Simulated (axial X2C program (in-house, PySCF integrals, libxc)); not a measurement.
# All-electron X2C curves of BaNa, part 2 of 2

Computed with an in-house X2C program for linear molecules on PySCF integrals; all-electron X2C, Ba dyall-cv3z, Na dyall-cv3z. The steps go on from the part before.

## Step 9: PBE0, 2c

State followed: Ω = 1/2 (excess of +ω over −ω: ω = 1/2). The scan is laid around 3.929 Å, a first estimate of the minimum, and this SCF restarts from the orbitals of the search.

The SCF at the reference distance of 3.929 Å:

```text
two-component X2C + atomic mean field  PBE0
basis functions 217  fitting functions 1045  grid points 5092
iter        total energy     max residual
   1      -8293.519972621     7.42e-05
   2      -8293.519972631     6.21e-05
   3      -8293.519972688     1.41e-05
   4      -8293.519972696     6.09e-06
converged
one-electron -11486.32516986  Coulomb 3329.07058237  exact exchange -52.70331690  xc functional -161.25148299  nuclear repulsion 82.96593584  atomic mean-field constant -5.27652116
```

Along the bond, energies from the lowest point:

| R (Å) | E (eV) | μ (D) | HOMO (eV) | LUMO (eV) | iterations |
| --- | --- | --- | --- | --- | --- |
| 3.418 | 0.1295 | -0.55 | -2.99 | -1.53 | 32 |
| 3.575 | 0.0542 | -0.50 | -3.01 | -1.57 | 17 |
| 3.693 | 0.0214 | -0.48 | -3.03 | -1.60 | 12 |
| 3.811 | 0.0046 | -0.47 | -3.05 | -1.63 | 11 |
| 3.929 | 0.0000 | -0.46 | -3.08 | -1.65 | 4 |
| 4.066 | 0.0068 | -0.46 | -3.10 | -1.68 | 13 |
| 4.204 | 0.0228 | -0.45 | -3.13 | -1.71 | 13 |
| 4.381 | 0.0519 | -0.43 | -3.17 | -1.73 | 14 |
| 4.597 | 0.0944 | -0.38 | -3.21 | -1.76 | 13 |
| 4.911 | 0.1575 | -0.28 | -3.27 | -1.77 | 14 |

Dipoles are positive if Na is the positive end.

Outer spinors at the reference distance:

```
   ω  occupied  ε (eV)              atomic character     λ mixture
-1/2       yes  -31.51                     100% Na p  78% π, 22% σ
 1/2       yes  -31.49                     100% Na p  58% π, 42% σ
 3/2       yes  -31.36                     100% Na p        100% π
 1/2       yes  -31.34                     100% Na p  58% σ, 42% π
-1/2       yes  -31.32                     100% Na p  78% σ, 22% π
-3/2       yes  -31.32                     100% Na p        100% π
-1/2       yes  -21.57                     100% Ba p  70% π, 30% σ
 1/2       yes  -21.55                     100% Ba p  67% π, 33% σ
 3/2       yes  -19.55                     100% Ba p        100% π
-3/2       yes  -19.47                     100% Ba p        100% π
 1/2       yes  -19.46                      99% Ba p  67% σ, 33% π
-1/2       yes  -19.43                      99% Ba p  70% σ, 30% π
 1/2       yes   -4.09   55% Ba s, 37% Na s, 6% Na p        100% σ
-1/2       yes   -3.78  55% Ba s, 30% Na s, 10% Na p        100% σ
 1/2       yes   -3.08  31% Na s, 24% Ba p, 22% Ba s        100% σ
-1/2        no   -1.65  32% Ba p, 29% Na s, 21% Ba s        100% σ
 1/2        no   -1.18  69% Ba d, 17% Ba p, 10% Na p  80% σ, 20% π
-1/2        no   -1.17   78% Ba d, 19% Na p, 2% Ba p   97% π, 3% σ
 3/2        no   -1.14            74% Ba d, 24% Na p   99% π, 1% δ
```

PBE0 fields in the half plane through the axis: z from -2.4 to 6.3 Å across, distance from the axis 0.15 to 2.25 Å upwards; Ba lies at z = 0 and Na at z = 3.929 Å; the ELF is damped to zero where the density is low.

log10 density (e/bohr³). Ten even steps from ' ' (-3.88 ) to '@' (1.83 ):
```
..........::::::::::::..............................        
........::::::::::::::::::::::::::::::................      
......::::::::------::::::::::::::::::::::::::..........    
....::::::------==------::::::::::::::::::::::::::........  
..::::::----====++====------::::::::::::------::::::......  
..::::----==++++++++++==----------------======--::::........
..::::--==++++**##**++++==------------==++****==--::::......
..::::--==++**%%@@%%**++==------------++##%%##++==::::......
```

ELF. Ten even steps from ' ' (0.02 ) to '@' (0.95 ):
```
++##%%%%##**++==----::::::::--==**##%%%%@@%%%%%%##**--..    
**####**==--::............::==##%%@@@@@@@@%%%%%%%%%%##==..  
##**++--............      ::++%%@@@@@@##++====++##%%%%##==..
**++::..  ..::==++==::    ..++@@@@@@**::      ..::++%%%%**--
++--..  ..==**##%%%%**--....==@@@@##..            ::**%%%%++
==..  ..==####++==++##**::..==@@@@==    --++==..    --%%%%**
--..  ::**%%==--**--==##==..--%%%%..  --%%%%%%++    ..**%%##
--....--####::######::##**::--%%%%    **@@..%%%%::  ..++%%##
```

Re = 3.920 Å, ωe = 98.7 cm⁻¹, ωexe = 0.7 cm⁻¹, Be = 0.05569 cm⁻¹, De = 0.372 eV, μ = -0.46 D.

## Step 10: HF, 2c

Output at 3.929 Å:

```text
two-component X2C + atomic mean field  HF
basis functions 217  fitting functions 1045  grid points 5092
iter        total energy     max residual
   1      -8290.378440397     4.66e-01
   2      -8290.399845124     7.03e-03
   3      -8290.401185445     2.09e-02
   4      -8290.402141029     1.46e-02
   5      -8290.402842867     2.65e-03
   6      -8290.403216141     5.49e-03
   7      -8290.403372611     4.16e-03
   8      -8290.403409812     6.79e-04
   9      -8290.403422312     8.55e-04
  10      -8290.403427448     7.90e-04
  11      -8290.403430488     1.77e-04
  12      -8290.403433190     4.02e-04
  13      -8290.403435534     5.59e-04
  14      -8290.403437575     3.46e-04
  15      -8290.403439619     1.06e-04
  16      -8290.403441533     3.42e-04
  17      -8290.403442972     3.67e-04
  18      -8290.403443887     1.71e-04
  19      -8290.403444570     7.99e-05
  20      -8290.403445310     2.50e-04
  21      -8290.403446105     3.04e-04
  22      -8290.403446656     1.78e-04
  23      -8290.403446856     2.73e-05
  24      -8290.403446898     2.42e-05
  25      -8290.403446909     2.17e-05
  26      -8290.403446915     7.26e-06
  27      -8290.403446919     6.98e-06
  28      -8290.403446921     8.73e-06
  29      -8290.403446921     3.71e-06
  30      -8290.403446922     6.15e-07
converged
one-electron -11483.37277661  Coulomb 3326.15310938  exact exchange -210.87319438  xc functional 0.00000000  nuclear repulsion 82.96593584  atomic mean-field constant -5.27652116
```

No constants are quoted: the solution changes its character somewhere along the scan, so the fit is set aside.

## Step 11: LDA, 2c

The SCF at the reference distance of 3.929 Å:

```text
two-component X2C + atomic mean field  LDA
basis functions 217  fitting functions 1045  grid points 5092
iter        total energy     max residual
   1      -8286.118327370     1.47e+00
   2      -8286.134494505     1.85e-02
   3      -8286.134767936     7.74e-02
   4      -8286.135168370     2.83e-03
   5      -8286.135199796     5.16e-03
   6      -8286.135226641     3.73e-03
   7      -8286.135231268     3.73e-04
   8      -8286.135232721     4.93e-04
   9      -8286.135233212     1.17e-04
  10      -8286.135233331     5.63e-05
  11      -8286.135233360     1.94e-05
  12      -8286.135233365     7.01e-06
converged
one-electron -11486.36501502  Coulomb 3328.98912712  exact exchange 0.00000000  xc functional -206.44876015  nuclear repulsion 82.96593584  atomic mean-field constant -5.27652116
```

Re = 3.775 Å, ωe = 105.8 cm⁻¹, ωexe = 0.515 cm⁻¹, Be = 0.06002 cm⁻¹, De = 0.493 eV, μ = -0.41 D.

## Step 12: MP2 and beyond, 2c

Correlated methods: 11 electrons correlated (frozen shells, counted by type: Ba 4 s, 3 p, 2 d; Na 2 s, 1 p), 319 virtual spinors in MP2, 90 natural virtuals in coupled cluster.

Output of the correlated part at 3.929 Å:

```text
correlated 11  virtual 319  natural virtual 90  E(MP2) -0.205172878  MP2 remainder -0.007743478
iter   CCSD correlation   residual
   1     -0.210959314   1.48e-01
   2     -0.219330741   7.74e-02
   3     -0.220553985   3.77e-02
   4     -0.220908082   1.97e-02
   5     -0.221242615   1.04e-02
   6     -0.221352475   6.30e-03
   7     -0.221401889   3.91e-03
   8     -0.221403907   1.90e-03
   9     -0.221412207   9.88e-04
  10     -0.221418456   4.58e-04
  11     -0.221419378   2.83e-04
  12     -0.221418769   1.58e-04
  13     -0.221419403   8.57e-05
  14     -0.221420292   4.51e-05
  15     -0.221420906   2.67e-05
  16     -0.221421159   1.83e-05
  17     -0.221421204   1.21e-05
  18     -0.221421232   6.89e-06
  19     -0.221421243   3.92e-06
(T) -0.008493024  T1 0.0755  D1 0.1558  max T2 0.082
```

MP2: No constants are quoted: the reference changes its character somewhere along the scan, so the fit is set aside.

CCSD: No constants are quoted: the reference changes its character somewhere along the scan, so the fit is set aside.

CCSD(T): No constants are quoted: the reference changes its character somewhere along the scan, so the fit is set aside.

## Step 13: A higher determinant, 2c

State: Ω = 3/2 (excess of +ω over −ω: ω = 3/2).

Output at the reference distance:

```text
two-component X2C + atomic mean field  PBE0
basis functions 217  fitting functions 1045  grid points 5092
iter        total energy     max residual
   1      -8293.495090032     3.70e-05
   2      -8293.495090060     2.69e-05
   3      -8293.495090083     2.40e-05
   4      -8293.495090093     1.23e-05
   5      -8293.495090099     1.08e-05
converged
one-electron -11488.87635750  Coulomb 3331.70211149  exact exchange -52.71476451  xc functional -161.29549425  nuclear repulsion 82.96593584  atomic mean-field constant -5.27652116
```

| R (Å) | E above the lowest PBE0 point (eV) |
| --- | --- |
| 3.418 | 0.593 |
| 3.575 | 0.596 |
| 3.693 | 0.615 |
| 3.811 | 0.643 |
| 3.929 | 0.677 |
| 4.066 | 0.722 |
| 4.204 | 0.770 |
| 4.381 | 0.833 |
| 4.597 | 0.909 |

No constants are quoted: the lowest point is the short end of the scan.

## Step 14: The 2c curves together

Energy (eV) of the followed determinant, 2c, from each level's lowest point:

| R (Å) | PBE0 | HF (jumps) | MP2 (its reference jumps) | CCSD (its reference jumps) | CCSD(T) (its reference jumps) | LDA |
| --- | --- | --- | --- | --- | --- | --- |
| 3.418 | 0.129 | 0.290 | 0.353 | n/a | n/a | 0.067 |
| 3.575 | 0.054 | 0.183 | 0.212 | 0.128 | 0.126 | 0.018 |
| 3.693 | 0.021 | 0.125 | 0.113 | 0.063 | 0.061 | 0.002 |
| 3.811 | 0.005 | 0.079 | 0.033 | 0.020 | 0.019 | 0.000 |
| 3.929 | 0.000 | 0.045 | 0.007 | 0.003 | 0.003 | 0.008 |
| 4.066 | 0.007 | 0.019 | 0.000 | 0.000 | 0.000 | 0.027 |
| 4.204 | 0.023 | 0.005 | 0.002 | 0.007 | 0.007 | 0.054 |
| 4.381 | 0.052 | 0.000 | 0.011 | 0.025 | 0.024 | 0.094 |
| 4.597 | 0.094 | 0.005 | 0.026 | n/a | n/a | 0.147 |
| 4.911 | 0.157 | 0.021 | 0.043 | n/a | n/a | 0.223 |

Time for the job: 3.9 min (1 thread of Arm Neoverse V1, shared host); peak memory 0.76 GiB.

## Step 15: What came out

The summary covers parts 1 to 2.

Lowest determinant that the search found at its distance, spin-free: M_S = 1/2, Λ = 0 (beyond closed shells: σα).

Lowest determinant that the search found at its distance, 2c: Ω = 1/2 (excess of +ω over −ω: ω = 1/2).

```tsv
Hamiltonian	level	Re (Å)	ωe (cm⁻¹)	De (eV)	μ (D)
spin-free	PBE0	3.923	98.5	0.370	-0.47
spin-free	CCSD	4.028	88.6	0.203	n/a
spin-free	CCSD(T)	4.029	86.7	0.200	n/a
spin-free	LDA	3.779	105.5	0.490	-0.42
2c	PBE0	3.920	98.7	0.372	-0.46
2c	LDA	3.775	105.8	0.493	-0.41
```

Dipoles are positive if Na is the positive end. No constants: spin-free HF (too few points lie around the minimum for a second fit to confirm the first); spin-free MP2 (the reference is strongly spin-contaminated); 2c HF (the solution changes its character somewhere along the scan, so the fit is set aside); 2c MP2 (the reference changes its character somewhere along the scan, so the fit is set aside); 2c CCSD (the reference changes its character somewhere along the scan, so the fit is set aside); 2c CCSD(T) (the reference changes its character somewhere along the scan, so the fit is set aside).

Time per point (s) on 1 thread of Arm Neoverse V1, shared host (2c runs); the times are rough: PBE0 1.3, LDA 0.43.

In words: At PBE0, going from spin-free to two-component changes Re by -4 mÅ, ωe by +0.2 %, which is small (part of it comes from the scalar share of the two-electron terms). It costs about 1.5 times the time. De moves by 0.00 eV; both De rest on single-determinant atoms, which can miss part of an open shell's spin–orbit lowering.

De refers to Ba + Na, each in the lowest determinant found, which need not be this curve's own limit. The state is a single determinant with fixed occupations, the lowest that a limited PBE0 search found. Dissociation energies refer to the lowest single-determinant-based atoms at the same level and basis. Density functionals use the spin component along the axis (collinear). Coupled cluster ran in a truncated set of natural virtual spinors; the MP2 energy of the rest was added. The spin-free determinant is spin-contaminated at some levels. With the outer-core shells frozen, correlated bond lengths of heavy atoms tend to come out a few hundredths of an ångström too long. T1 at Re is 0.053 (Lee–Taylor), above the customary mark of 0.02.
